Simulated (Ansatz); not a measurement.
# AlH4OSe+: single points off equilibrium

A test off equilibrium: a structure displaced at random from a GFN2-xTB minimum is computed at several levels, and each is set against CCSD(T).

The runs use Ansatz 0.2.0, Gaussian basis; single points in def2-TZVPP.

Correlated methods freeze the cores. Filled d shells of the heavier atoms are correlated.

### 1 Starting geometry

7 atoms, charge 1, spin multiplicity 1.

Atoms are counted from 1 here; the program's logs count them from 0.

Bond lengths: Al1–O2 1.768 Å, Al1–Se3 2.816 Å, Al1–H4 1.444 Å, Al1–H5 1.620 Å, O2–Se3 2.086 Å, O2–H6 1.001 Å, Se3–H7 1.477 Å. Angles: O2–Al1–Se3 47.7°, O2–Al1–H4 116.8°, O2–Al1–H5 107.8°, Se3–Al1–H4 123.1°, Se3–Al1–H5 96.3°, H4–Al1–H5 133.5°, Al1–O2–Se3 93.5°, Al1–O2–H6 157.2°, Se3–O2–H6 106.4°, Al1–Se3–O2 38.8°, Al1–Se3–H7 94.5°, O2–Se3–H7 92.5°.

Geometry (Å):

```tsv
atom	x (Å)	y (Å)	z (Å)
Al1	-0.94500	0.40570	-0.48490
O2	-0.02510	-0.94290	0.19420
Se3	1.16370	0.29610	1.37800
H4	-2.33280	0.50740	-0.09910
H5	-0.07730	1.03410	-1.69980
H6	0.14820	-1.87910	0.50340
H7	2.22710	0.36180	0.35480
```

### 2 CCSD(T)/def2-TZVPP

Input file run/in.yaml:

```yaml
crystal:
  periodic: [false, false, false]
  atoms:
    - {symbol: Al, position_ang: [-0.945000, 0.405700, -0.484900]}
    - {symbol: O, position_ang: [-0.025100, -0.942900, 0.194200]}
    - {symbol: Se, position_ang: [1.163700, 0.296100, 1.378000]}
    - {symbol: H, position_ang: [-2.332800, 0.507400, -0.099100]}
    - {symbol: H, position_ang: [-0.077300, 1.034100, -1.699800]}
    - {symbol: H, position_ang: [0.148200, -1.879100, 0.503400]}
    - {symbol: H, position_ang: [2.227100, 0.361800, 0.354800]}
basis:
  gaussian: {orbitals: def2-TZVPP}
total_charge: 1
correlation: {method: ccsd_t}
output: {forces: true}
```

No record of the launch command was kept for these runs.

### 3 PBE0-D4/def2-TZVPP

Edit run/in.yaml of step 2 so:

```diff
@@ -13,3 +13,3 @@
 total_charge: 1
-correlation: {method: ccsd_t}
-output: {forces: true}
+hamiltonian: {xc: pbe0, dispersion: d4}
+output: {forces: true, orbitals: {seedname: orbitals}}
```

### 4 wB97M-V/def2-TZVPP

Edit run/in.yaml of step 3 so:

```diff
@@ -13,3 +13,3 @@
 total_charge: 1
-hamiltonian: {xc: pbe0, dispersion: d4}
-output: {forces: true, orbitals: {seedname: orbitals}}
+hamiltonian: {xc: {name: wB97M-V}}
+output: {forces: true}
```

### 5 r2SCAN-D4/def2-TZVPP

Edit run/in.yaml of step 4 so:

```diff
@@ -13,3 +13,3 @@
 total_charge: 1
-hamiltonian: {xc: {name: wB97M-V}}
+hamiltonian: {xc: r2scan, dispersion: d4}
 output: {forces: true}
```

### 6 PBE-D4/def2-TZVPP

Edit run/in.yaml of step 5 so:

```diff
@@ -13,3 +13,3 @@
 total_charge: 1
-hamiltonian: {xc: r2scan, dispersion: d4}
+hamiltonian: {xc: pbe, dispersion: d4}
 output: {forces: true}
```

### 7 r2SCANh-D4/def2-TZVPP

Edit run/in.yaml of step 6 so:

```diff
@@ -13,3 +13,3 @@
 total_charge: 1
-hamiltonian: {xc: pbe, dispersion: d4}
+hamiltonian: {xc: {name: r2SCANh}, dispersion: d4}
 output: {forces: true}
```

### 8 BLYP-D4/def2-TZVPP

Edit run/in.yaml of step 7 so:

```diff
@@ -13,3 +13,3 @@
 total_charge: 1
-hamiltonian: {xc: {name: r2SCANh}, dispersion: d4}
+hamiltonian: {xc: {name: BLYP}, dispersion: d4}
 output: {forces: true}
```

(Steps that only read results are left out.)

Before running it: what results should come out? Wanted: energy less free atoms, CCSD(T)/def2-TZVPP; RMS force component; RMS force error; HOMO and LUMO, PBE0-D4; T1 diagnostic.

The runs gave:

```
                                  quantity                                                                                              value
energy less free atoms, CCSD(T)/def2-TZVPP                                                                                    -246.1 kcal/mol
                       RMS force component                                                               1.110 to 1.267 eV/Å over the methods
                           RMS force error  PBE0-D4 0.087, wB97M-V 0.065, r2SCAN-D4 0.099, PBE-D4 0.220, r2SCANh-D4 0.081, BLYP-D4 0.268 eV/Å
                    HOMO and LUMO, PBE0-D4                                                                                -13.19 and -9.61 eV
                             T1 diagnostic                                                                                              0.013
```

Against CCSD(T) the functionals' energies less atoms differ by -15.0 to -0.2 kcal/mol, PBE-D4 by -14.1 kcal/mol. A larger basis would deepen the CCSD(T) value, while the functionals are nearly converged already, so the order here is not reliable. The forces of wB97M-V come nearest to CCSD(T), those of BLYP-D4 are farthest. Frozen-core CCSD(T) forces in triple zeta carry basis errors of their own, and this is one geometry, so small gaps rank nothing.
